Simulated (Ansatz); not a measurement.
# InH3+ (doublet): from Hartree-Fock to the top rungs at angle H3–In1–H4 = 174.7°, def2-SVP

The task here is to estimate one member of a computed series from the others.

Program: Ansatz 0.2.0, Gaussian basis. Level of theory: def2-SVP, core rule «outside noble gas», up to 9 orbitals frozen. These are calculated values, not measurements.

The runs, in order: UHF; CCSD(T) on ROHF; CCSD(T) on UHF; BCCD(T) on ROHF; CISD; CCSDT(Q) on ROHF; CCSDT(Q) on UHF; CASSCF and MRCISD+Q, 3 electrons in 3 orbitals; CASSCF and NEVPT2, 3 electrons in 3 orbitals; Full CI.

32 further runs of the same task are left out: 16 for a known fault of the program, 2 for a mislabelled method, 11 that didn't finish, 3 set aside as unsound or not needed.

### What is computed

The geometry derives from a PBE0/def2-TZVP stationary point (not a proven minimum). One angle is set to the value named; bond lengths are kept. No spin-orbit coupling is included. Elements past krypton take def2 core potentials.

4 atoms, charge 1, spin multiplicity 2.

Atoms are counted from 1 here; the program's logs count them from 0.

Bond lengths: In1–H3 1.669 Å, In1–H4 1.668 Å. Angles: H3–In1–H4 174.7°.

Coordinates:

```xyz
4
charge 1, multiplicity 2
In    0.00000   -0.01879    0.00055
H     0.00000    2.33305   -0.06843
H     0.00000   -0.14429   -1.66323
H     0.00000   -0.04834    1.66867
```

Set-up of the first run:

The input, in.yaml:

```yaml
crystal:
  periodic: [false, false, false]
  atoms:
    - {symbol: In, position_ang: [0.000000, -0.018790, 0.000553]}
    - {symbol: H, position_ang: [0.000000, 2.333049, -0.068435]}
    - {symbol: H, position_ang: [0.000000, -0.144290, -1.663229]}
    - {symbol: H, position_ang: [0.000000, -0.048336, 1.668675]}
basis:
  gaussian: {orbitals: def2-SVP}
total_charge: 1
magnetization: {spin_polarized: true, initial_magnetization: 1}
hamiltonian: {xc: hf}
output: {orbitals: {seedname: orbitals}}
```

Run with:

```bash
$ ansatz run in.yaml --threads 1 --pin off --events-out ev --progress --plain --max-ram 2393MiB
```

Steps of the session up to this table: UHF; CCSD(T) on ROHF; CCSD(T) on UHF; BCCD(T) on ROHF; CISD; CCSDT(Q) on ROHF; CCSDT(Q) on UHF; CASSCF and MRCISD+Q, 3 electrons in 3 orbitals; CASSCF and NEVPT2, 3 electrons in 3 orbitals; Full CI.

One of the session's tables, all rows but one given; the rest of the session is left out.

It belongs to the step «Misses and costs». 

```
       method  from FCI (kcal/mol)
         ROHF               +40.68
          UHF               +40.46
         RMP2               +10.86
         UMP2               +10.78
        RCCSD                +0.64
        UCCSD                +0.62
     RCCSD(T)                +0.19
     UCCSD(T)                +0.17
      BCCD(T)                +0.18
       RCCSDT                 0.00
       UCCSDT                -0.02
    RCCSDT(Q)                -0.01
    UCCSDT(Q)                -0.03
  CASSCF pair                    ?
  NEVPT2 pair                +9.52
  MRCISD pair                +0.69
MRCISD+Q pair                -0.40
          FCI                    0
```

**Question.** Estimate the row for CASSCF pair.

**Answer.** from FCI (kcal/mol): +30.42. In the column «from FCI (kcal/mol)» it lies between RMP2 (+10.86) and UHF (+40.46).

Not comparable, so not listed: CISD (they don't share determinant, frozen orbitals or solution with the rows shown, or repeat one).

Caveats from the session: MRCISD+Q pair falls below full CI: the +Q correction isn't variational, and the cores differ from full CI's. Levels on UHF freeze UHF's core orbitals, full CI those of ROHF, so the U rows can settle a little off it for that reason alone. Restricted and unrestricted rows rest on different reference determinants; where their highest levels disagree by more than a few hundredths of an eV, they describe different states and don't form one ladder.
